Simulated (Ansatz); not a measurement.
# PtSe: the cost of one run

Computed with Ansatz 0.2.0 (DFT PBE+U (U = 7 eV, J = 0.9 eV on Pt d), plane waves, PAW, no spin–orbit coupling unless a run says so, unless a step's input says otherwise).

## 1. The starting structure

It takes space group F-43m (No. 216, cubic). Conventional cell: a = 6.075 Å, b = 6.075 Å, c = 6.075 Å, α = 90.00°, β = 90.00°, γ = 90.00°. Pt (site symmetry -43m) is surrounded by 4 Se at 2.63 Å. Se (site symmetry -43m) is surrounded by 4 Pt at 2.63 Å.

As a file:

```xyz
2
Lattice="0.0000 3.0374 3.0374 3.0374 0.0000 3.0374 3.0374 3.0374 0.0000" Properties=species:S:1:pos:R:3 pbc="T T T"
Pt    0.0000    0.0000    0.0000
Se    1.5187    1.5187    1.5187
```

Magnetic order typed: ferromagnetic.

## 2. From atoms, symmetry kept, no search

File input.yaml:

```yaml
crystal:
  lattice:
    - [0.0, 3.03744723, 3.03744723]
    - [3.03744723, 0.0, 3.03744723]
    - [3.03744723, 3.03744723, 0.0]
  atoms:
    - { symbol: Pt, position: [0.0, 0.0, 0.0], spin: 2.0 }
    - { symbol: Se, position: [0.25, 0.25, 0.25] }
basis:
  ecutwfc: 420
  ecutrho_ratio: 4
kpoints:
  mp_grid: { grid: [5, 5, 5] }
hamiltonian:
  xc: pbe
  hubbard: { sites: [{ site: 0, l: d, u: 7.0, j: 0.9 }] }
scf:
  occupations: { method: gaussian, width: 0.05 }
  lower_state_search: "off"
  max_iter: 150
output:
  forces: true
  stress: true
  eigenvalues: true
  populations: true
  hubbard: { sites: [{ site: 0, l: d }] }
magnetization:
  spin_polarized: true
```

Started as:

```console
> ansatz run input.yaml --threads 2 --pin off --max-ram 3072MiB --backend cpu --events-out ev --progress --plain --runs-dir out
```

What time and memory should one allow on 2 threads of Intel Xeon Platinum 8488C (Sapphire Rapids), shared host?

About 6.7 s, with a peak of 0.4 GiB.
